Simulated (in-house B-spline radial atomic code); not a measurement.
# Al⁴⁺: density, ELF and screening along the radius

Aim: the shell structure of Al⁴⁺ in the radial density, the electron localisation function and the screened nuclear charge, under several settings.

Method: several methods, spin-polarised, as named in each step; spherical all-electron atom at the radial basis limit. Code: in-house B-spline radial atomic code version 1.

### Step 1. Starting point

| Quantity | Value |
| --- | --- |
| element | aluminium (Z = 13) |
| charge | +4 |
| electrons | 9 |
| configuration | [He] 2s2 2p4 3s1 |
| nucleus | point (non-relativistic runs) or finite (X2C runs) |

The outer shells:

[He] 2s2 2p4 3s1
```
[He] core
2s [↑↓]
2p [↑↓][↑ ][↑ ]
3s [↑ ]
```

Where spins are not typed, each open shell is filled with up spins first.

### Step 2. LDA (VWN5), X2C, [He] 2s2 2p4 3s1

Input settings:

```ini
Z = 13
electrons = 9.0
configuration = [He] 2s2 2p4 3s1
hamiltonian = x2c
method = lda,vwn
spin_polarised = True
nucleus = fermi
rms_radius = 3.061
mass_number = 27
atomic_mass = 26.981538408
speed_of_light = 137.035999084
```

On the command line:

```bash
$ python run_scf.py task.json out
```

task.json lists these runs, among others, and the program works through them in turn.

### Step 3. r2SCAN, non-rel., [He] 2s1 2p5 3d1

Input settings:

```ini
Z = 13
electrons = 9.0
configuration = [He] 2s1 2p5 3d1
hamiltonian = nr
method = r2scan
spin_polarised = True
```

### Step 4. PBE, non-rel., [He] 2s1 2p6

Input settings:

```ini
Z = 13
electrons = 9.0
configuration = [He] 2s1 2p6
hamiltonian = nr
method = pbe,pbe
spin_polarised = True
```

### Step 5. LDA (VWN5), X2C, [He] 2s1 2p5 3s1

Input settings:

```ini
Z = 13
electrons = 9.0
configuration = [He] 2s1 2p5 3s1
hamiltonian = x2c
method = lda,vwn
spin_polarised = True
nucleus = fermi
rms_radius = 3.061
mass_number = 27
atomic_mass = 26.981538408
speed_of_light = 137.035999084
```

### Step 6. LDA (VWN5), non-rel., [He] 2s2 2p4 3p1

Input settings:

```ini
Z = 13
electrons = 9.0
configuration = [He] 2s2 2p4 3p1
hamiltonian = nr
method = lda,vwn
spin_polarised = True
```

Before running: How large is the system in each run, where do the shell borders lie, and what is the highest level?

**Answer**, as computed:

| run | total energy (hartree) | highest level (eV) | radius holding 50 / 90 / 99 % (bohr) | radius at n = 0.001 (bohr) | ELF minima on the full grid (bohr) |
| --- | --- | --- | --- | --- | --- |
| LDA (VWN5), X2C, [He] 2s2 2p4 3s1 | -231.9214 | -55.462 | 0.464 / 1.26 / 2.54 | 2.87 | 0.21, 1.2 |
| r2SCAN, non-rel., [He] 2s1 2p5 3d1 | -230.2880 | -34.590 | 0.459 / 1.25 / 3.02 | 3.16 | 0.23, 1.4 |
| PBE, non-rel., [He] 2s1 2p6 | -234.4736 | -135.97 | 0.438 / 0.892 / 1.39 | 1.86 | 0.21 |
| LDA (VWN5), X2C, [He] 2s1 2p5 3s1 | -230.5965 | -55.366 | 0.456 / 1.26 / 2.55 | 2.87 | 0.21, 1.2 |
| LDA (VWN5), non-rel., [He] 2s2 2p4 3p1 | -231.1742 | -47.137 | 0.464 / 1.27 / 2.72 | 2.99 | 0.22, 1.3 |

In the first run ELF has 2 minima on the grid, which mark the borders between shells. On the record's full grid the screened charge (r times the electrostatic potential) falls from 12.9 near the nucleus to 4.00 at 6.0 bohr; far out it tends to the net charge, 4. The radius that holds 99 % of the electrons runs from 1.39 bohr (PBE, non-rel., [He] 2s1 2p6) to 3.02 bohr (r2SCAN, non-rel., [He] 2s1 2p5 3d1). The grid is coarse (about 19 % a step), so the places of minima are rough. For X2C runs ELF uses the non-relativistic kinetic energy density, and the fields carry no picture-change correction.
